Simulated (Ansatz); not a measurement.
# AgRh (P-6m2) in Ansatz: a series of runs

Runs on AgRh. Level: r2SCAN. Tasks: single point, equation of state.

Program: Ansatz 0.2.0. These are calculated values, not measurements. Logs are shortened: lines on timing, memory, paths and dates and some standing lists are left out, and cuts for length are marked.

**1. Starting point**

It takes space group P-6m2 (No. 187, hexagonal). Conventional cell: a = 2.778 Å, b = 2.778 Å, c = 4.809 Å, α = 90.00°, β = 90.00°, γ = 120.00°. Around Ag (site symmetry -6m2) lie 6 Ag at 2.78 Å and 6 Rh at 2.89 Å. Rh (site symmetry -6m2) is surrounded by 6 Rh at 2.78 Å and 6 Ag at 2.89 Å.

The cell comes from a database or a generator and needn't be the stable form of this composition.

**2. Single point, r2SCAN, 15.10 Å³/atom (volume scaled by 0.94)**

Contents of input.yaml:

```yaml
crystal:
  lattice:
    - [2.7208868163, 0.0, 0.0]
    - [-1.3604434081, 2.3563571037, 0.0]
    - [0.0, 0.0, 4.7104397215]
  atoms:
    - { symbol: Ag, position: [0.0, 0.0, 0.5] }
    - { symbol: Rh, position: [0.6666666667, 0.3333333333, 0.0] }
hamiltonian:
  xc: r2scan
  pseudopotentials: { kind: paw }
kpoints:
  mp_grid: { grid: [11, 11, 6] }
scf:
  occupations: { method: fermi_dirac, width: 0.05 }
output:
  forces: true
  stress: true
  eigenvalues: true
```

Potentials or basis: Ansatz PAW.

Command:

```
$ ansatz run input.yaml --threads 2 --pin off --max-ram 5632MiB --backend cpu --events-out ev --progress --plain --runs-dir out
```

The program printed:

```text
Warning: RAYON_NUM_THREADS=2 ignored (pool sized by the plan → 2); use --threads N
Engine: ansatz 0.2.0, aarch64-unknown-linux-gnu
Pseudopotentials: kind: paw
Pseudopotential: Ag, paw, valence charge 19, recommended cutoff 500 eV (meta_gga), Ag.paw.azcp
Pseudopotential: Rh, paw, valence charge 17, recommended cutoff 500 eV (meta_gga), Rh.paw.azcp
Functional definition: r2SCAN
  parameter k0 = 0.174
  parameter k1 = 0.065
  parameter a1 = 4.9479
  exchange = r2scan_x(k0 = k0, k1 = k1, a1 = a1)
  correlation = r2scan_c
Crystal: 2 atoms, lattice volume = 30.200 Å³
Basis set: ecut = 500 eV, 749 PW (Γ), exchange–correlation on 80×80×144 points (64 copies of the dense FFT grid, shifted against one another)
Bands: 22, of which v1, the nominal top of the filled ones, is band 18 counted from 1 (17 counted from 0)
Symmetry: 12 space group operations
Space group: P-6m2 (ITA 187), of the structure as read, at distance tolerance 3.1e-5 Å
k-points: 64 of 726 (time reversal used)
Non-local potential: Ag, projectors of the file, l = 0: 3, l = 1: 2, l = 2: 2, l = 3: 1
Non-local potential: Rh, projectors of the file, l = 0: 3, l = 1: 2, l = 2: 2, l = 3: 1
PAW form: soft (Blöchl's): semilocal exchange-correlation on the pseudo side does not see the compensation charge
PAW frozen core: Ag, regenerated for the run's functional (the file was generated under x = pbe(κ = 0.804, μ = 0.2195149727645171), c = pbe(β = 0.06672455060314922))
PAW frozen core: Rh, regenerated for the run's functional (the file was generated under x = pbe(κ = 0.804, μ = 0.2195149727645171), c = pbe(β = 0.06672455060314922))
PAW one-centre angular grid: Ag, 590 points (default); XC on 160 Gauss nodes
PAW one-centre angular grid: Rh, 590 points (default); XC on 160 Gauss nodes
Initial density: superposition of atomic densities (neutral atoms: chi_scale 0, normalization atom), corrected by the library's trained network
Initial wavefunctions: pseudopotential atomic-orbital guess
Functional: x = r2scan, c = r2scan; τ floored in thin density (d = 2e-4 eV/Å³)
SCF iter   1: F=—  HF=-14018.678335 eV  |F-HF|=—  |Δ(HF+E_count)|=         —  Δρ=1.51e-2  dr2=3.78e-2  dr2_τ=4.99e-3  ethr=1.77e-3  ⟨swp⟩=5.1  Hψ=5508  notcnv=0
preconditioner: auto → Kerker (q_TF=auto, 2.809 Å⁻¹)  [metal: Δε(μ)=0.037 eV  Ē_g=10.135 eV  σ=0.050 eV  W_gap=0.18  n_scr=10 (ndim 8)  ℏωp=30.2 eV  f_vac=0.000  D(μ)=2.77/eV (n_scr^D=36)]
SCF iter   2: F=—  HF=-14018.682163 eV  |F-HF|=—  |Δ(HF+E_count)|=   3.83e-3  Δρ=8.05e-3  dr2=1.03e-2  dr2_τ=1.14e-3  ethr=1.05e-4  ⟨swp⟩=2.9  Hψ=2746  notcnv=0
SCF iter   3: F=—  HF=-14018.682703 eV  |F-HF|=—  |Δ(HF+E_count)|=   5.40e-4  Δρ=1.97e-3  dr2=7.71e-4  dr2_τ=1.13e-4  ethr=2.86e-5  ⟨swp⟩=2.9  Hψ=2242  notcnv=0
SCF iter   4: F=—  HF=-14018.682834 eV  |F-HF|=—  |Δ(HF+E_count)|=   1.30e-4  Δρ=5.79e-4  dr2=8.39e-5  dr2_τ=1.18e-5  ethr=2.14e-6  ⟨swp⟩=2.4  Hψ=2278  notcnv=0
SCF iter   5: F=—  HF=-14018.682867 eV  |F-HF|=—  |Δ(HF+E_count)|=   3.32e-5  Δρ=2.06e-4  dr2=1.15e-5  dr2_τ=5.77e-7  ethr=2.33e-7  ⟨swp⟩=2.7  Hψ=2529  notcnv=0
SCF iter   6: F=—  HF=-14018.682877 eV  |F-HF|=—  |Δ(HF+E_count)|=   1.02e-5  Δρ=7.34e-5  dr2=2.95e-6  dr2_τ=8.07e-8  ethr=3.20e-8  ⟨swp⟩=2.0  Hψ=2002  notcnv=0
SCF iter   7: F=—  HF=-14018.682879 eV  |F-HF|=—  |Δ(HF+E_count)|=   1.86e-6  Δρ=3.33e-5  dr2=2.11e-7  dr2_τ=2.20e-8  ethr=8.19e-9  ⟨swp⟩=2.0  Hψ=2058  notcnv=0
SCF iter   8: F=-14018.682879 eV  HF=-14018.682879 eV  |F-HF|=5.51e-9  |Δ(HF+E_count)|=   1.23e-7  Δρ=7.54e-6  dr2=2.45e-8  dr2_τ=1.60e-9  ethr=2.78e-10  ⟨swp⟩=5.0  Hψ=5835  notcnv=0
SCF 1 converged in 8 iterations: F = -14018.682879 eV  dr2 = 2.45e-8
SCF converged after 8 iterations
Free energy (F): -14018.682879 eV
Harris-Foulkes:  -14018.682879 eV  (|F-HF|=5.51e-9)
Internal energy: -14018.659007 eV  (E = F + TS)
E sigma→0 (E₀):  -14018.670943 eV
Entropy (-TS):   -0.023872 eV (-11.936 meV/atom)
Fermi energy:    19.423654 eV
--- Per-component energies (eV) ---
  E_band       = -342.653888
  E_kinetic    = 1102.277603
  E_local      = -3719.069981  (includes V_loc(G=0)·N_el)
  E_nonlocal   = 438.284092
  E_hartree    = 1537.716513
  E_xc         = -395.302315
  E_vxc        = -576.981940  (∫ρ·V_xc dr)
  E_paw        = -7527.101910  (= ΣΔE_a)
  E_vpaw       = -702.712998  (= ΣTr[D̂ρ^β])
  E_aug_tail   = 0.000694  (compensation charges beyond the density's cutoff)
  E_vtau       = 40.115736  (kinetic-family band-sum trace: ∫τ·v_τ [+ j·A + Jᵃ·Aᵃ] dr)
  E_ewald      = -5454.584434
  E_core_change = -0.879270  (= ΣΔE_core)
  E_smearing   = -0.023872  (= −TS)
  E_closure    = 0.000000  (closes the sum)
  Σ components = -14018.682879   (vs F -14018.682879, Δ=0.00e0)
--- Forces (eV/Å), atoms counted from 1 ---
  atom   1  Ag     0.00000000    -0.00000000     0.00000000
  atom   2  Rh    -0.00000000     0.00000000     0.00000000
  max |Σ_I F_I| component: 9.25e-18 eV/Å
--- Stress (GPa, compression-positive) ---
        4.225138      -0.000000       0.000000
        0.000000       4.225138       0.000000
        0.000000       0.000000       2.440017
  P = ⅓ Tr σ = 3.6301 GPa (36.301 kbar)
--- Band table (eV; the first three rows and the last of 64) ---
  k-point 0: bands = ["-74.8777", "-60.7454", "-37.4727", "-37.3756", "-37.3756", "-27.7059", "-27.6186", "-27.6186", "11.7434", "13.0838", "14.6786", "14.6786", "15.7971", "16.0119", "16.0119", "17.4377", "17.4377", "19.5711", "19.5711", "19.6728", "25.5296", "36.7966"]
  k-point 1: bands = ["-74.8777", "-60.7454", "-37.4723", "-37.3756", "-37.3756", "-27.7071", "-27.6186", "-27.6186", "11.9495", "13.1504", "14.6679", "14.6679", "15.7163", "15.9889", "15.9889", "17.4908", "17.4908", "18.7255", "19.5635", "19.5635", "26.8547", "36.1530"]
  k-point 2: bands = ["-74.8777", "-60.7454", "-37.4713", "-37.3756", "-37.3756", "-27.7096", "-27.6186", "-27.6186", "12.4143", "13.4114", "14.6481", "14.6481", "15.4235", "15.9420", "15.9420", "17.2537", "17.6012", "17.6012", "19.5429", "19.5429", "29.5478", "34.9811"]
  k-point 63: bands = ["-74.8461", "-60.6664", "-37.5793", "-37.5299", "-37.4352", "-28.0344", "-27.9329", "-27.6261", "13.8741", "14.2023", "14.5348", "14.5568", "15.0459", "16.7069", "17.2269", "17.8155", "18.1686", "19.4580", "24.8496", "26.4393", "27.4000", "28.6941"]
```

Run time: 5.5 s. Hardware: 2 threads of Arm Neoverse V1, shared host; peak memory 0.41 GiB.

Results:

```
Free energy            : -14018.6829 eV
Pressure               : 3.6 GPa
Band gap on the k mesh : none (metal or under the smearing width)
```

Caveat: the PAW data sets come from PBE, with cores solved anew for the run's functional, which leaves a small shift of forces and pressure.

**3. Single point, r2SCAN, 15.42 Å³/atom (volume scaled by 0.96)**

input.yaml, as its differences from that of step 2:

```diff
@@ -2,5 +2,5 @@
   lattice:
-    - [2.7208868163, 0.0, 0.0]
-    - [-1.3604434081, 2.3563571037, 0.0]
-    - [0.0, 0.0, 4.7104397215]
+    - [2.7400486223, 0.0, 0.0]
+    - [-1.3700243112, 2.3729517146, 0.0]
+    - [0.0, 0.0, 4.7436129252]
   atoms:
```

Potentials or basis: Ansatz PAW.

Command:

```
$ ansatz run input.yaml --threads 2 --pin off --max-ram 5632MiB --backend cpu --events-out ev --progress --plain --runs-dir out
```

It took 5.6 s on 2 threads of Arm Neoverse V1, shared host; peak memory 0.41 GiB.

It converged, with:

| Quantity | Value |
| --- | --- |
| Free energy | -14018.6895 eV |
| Pressure | -0.2 GPa |
| Band gap on the k mesh | none (metal or under the smearing width) |

Caveat: the PAW data sets come from PBE, with cores solved anew for the run's functional, which leaves a small shift of forces and pressure.

**4. Single point, r2SCAN, 15.74 Å³/atom (volume scaled by 0.98)**

input.yaml, as its differences from that of step 3:

```diff
@@ -2,5 +2,5 @@
   lattice:
-    - [2.7400486223, 0.0, 0.0]
-    - [-1.3700243112, 2.3729517146, 0.0]
-    - [0.0, 0.0, 4.7436129252]
+    - [2.7589461066, 0.0, 0.0]
+    - [-1.3794730533, 2.389317416, 0.0]
+    - [0.0, 0.0, 4.7763285309]
   atoms:
```

Command:

```
$ ansatz run input.yaml --threads 2 --pin off --max-ram 5632MiB --backend cpu --events-out ev --progress --plain --runs-dir out
```

Wall time 5.8 s (2 threads of Arm Neoverse V1, shared host); peak memory 0.44 GiB.

The run converged. Its results:

```yaml
Free_energy: -14018.6816 eV
Pressure: -3.6 GPa
Band_gap_on_the_k_mesh: none (metal or under the smearing width)
```

Caveat: the PAW data sets come from PBE, with cores solved anew for the run's functional, which leaves a small shift of forces and pressure.

**5. Single point, r2SCAN, 16.06 Å³/atom**

input.yaml, as its differences from that of step 4:

```diff
@@ -2,5 +2,5 @@
   lattice:
-    - [2.7589461066, 0.0, 0.0]
-    - [-1.3794730533, 2.389317416, 0.0]
-    - [0.0, 0.0, 4.7763285309]
+    - [2.7775881998, 0.0, 0.0]
+    - [-1.3887940999, 2.4054619423, 0.0]
+    - [0.0, 0.0, 4.808602]
   atoms:
```

Command:

```
$ ansatz run input.yaml --threads 2 --pin off --max-ram 5632MiB --backend cpu --events-out ev --progress --plain --runs-dir out
```

Run time: 5.9 s. Hardware: 2 threads of Arm Neoverse V1, shared host; peak memory 0.44 GiB.

The run converged. Its results:

* Free energy: -14018.6610 eV
* Pressure: -6.6 GPa
* Band gap on the k mesh: none (metal or under the smearing width)

Caveat: the PAW data sets come from PBE, with cores solved anew for the run's functional, which leaves a small shift of forces and pressure.

**6. Single point, r2SCAN, 16.39 Å³/atom (volume scaled by 1.02)**

input.yaml, as its differences from that of step 5:

```diff
@@ -2,5 +2,5 @@
   lattice:
-    - [2.7775881998, 0.0, 0.0]
-    - [-1.3887940999, 2.4054619423, 0.0]
-    - [0.0, 0.0, 4.808602]
+    - [2.7959833597, 0.0, 0.0]
+    - [-1.3979916799, 2.4213926181, 0.0]
+    - [0.0, 0.0, 4.8404479744]
   atoms:
```

Potentials or basis: Ansatz PAW.

Command:

```
$ ansatz run input.yaml --threads 2 --pin off --max-ram 5632MiB --backend cpu --events-out ev --progress --plain --runs-dir out
```

It took 5.8 s on 2 threads of Arm Neoverse V1, shared host; peak memory 0.44 GiB.

The run converged. Its results:

```
Free energy            : -14018.6294 eV
Pressure               : -9.2 GPa
Band gap on the k mesh : none (metal or under the smearing width)
```

Caveat: the PAW data sets come from PBE, with cores solved anew for the run's functional, which leaves a small shift of forces and pressure.

**7. Single point, r2SCAN, 16.71 Å³/atom (volume scaled by 1.04)**

input.yaml, as its differences from that of step 6:

```diff
@@ -2,5 +2,5 @@
   lattice:
-    - [2.7959833597, 0.0, 0.0]
-    - [-1.3979916799, 2.4213926181, 0.0]
-    - [0.0, 0.0, 4.8404479744]
+    - [2.8141396046, 0.0, 0.0]
+    - [-1.4070698023, 2.4371163874, 0.0]
+    - [0.0, 0.0, 4.8718803355]
   atoms:
```

Command:

```
$ ansatz run input.yaml --threads 2 --pin off --max-ram 5632MiB --backend cpu --events-out ev --progress --plain --runs-dir out
```

Run time: 6 s. Hardware: 2 threads of Arm Neoverse V1, shared host; peak memory 0.44 GiB.

Results (log left out):

```yaml
Free_energy: -14018.5881 eV
Pressure: -11.4 GPa
Band_gap_on_the_k_mesh: none (metal or under the smearing width)
```

Caveat: the PAW data sets come from PBE, with cores solved anew for the run's functional, which leaves a small shift of forces and pressure.

**8. Single point, r2SCAN, 17.03 Å³/atom (volume scaled by 1.06)**

input.yaml, as its differences from that of step 7:

```diff
@@ -2,5 +2,5 @@
   lattice:
-    - [2.8141396046, 0.0, 0.0]
-    - [-1.4070698023, 2.4371163874, 0.0]
-    - [0.0, 0.0, 4.8718803355]
+    - [2.8320645439, 0.0, 0.0]
+    - [-1.416032272, 2.4526398402, 0.0]
+    - [0.0, 0.0, 4.9029122571]
   atoms:
```

Command:

```
$ ansatz run input.yaml --threads 2 --pin off --max-ram 5632MiB --backend cpu --events-out ev --progress --plain --runs-dir out
```

Wall time 6 s (2 threads of Arm Neoverse V1, shared host); peak memory 0.45 GiB.

Results (log left out):

* Free energy: -14018.5384 eV
* Pressure: -13.3 GPa
* Band gap on the k mesh: none (metal or under the smearing width)

Caveat: the PAW data sets come from PBE, with cores solved anew for the run's functional, which leaves a small shift of forces and pressure.

**9. Equation of state, r2SCAN**

Potentials or basis: Ansatz PAW.

This step only gathers the single runs of the series.

Results:

* Equilibrium volume: 15.40 Å³/atom
* Bulk modulus at fixed shape and positions: 175 GPa
* Pressure derivative of the bulk modulus: 5.5

Energy against volume, from the lowest point:
| volume (Å³/atom) | energy (meV/atom) |
| --- | --- |
| 15.100 | 3.31 |
| 15.421 | 0.00 |
| 15.743 | 3.95 |
| 16.064 | 14.24 |
| 16.385 | 30.07 |
| 16.707 | 50.71 |
| 17.028 | 75.55 |

Caveat: the cell was scaled at fixed shape and fractional positions, which overstates the stiffness of a crystal with free parameters, most of all of layers and chains; the PAW data sets were made with another functional, which shifts forces and pressure a little.
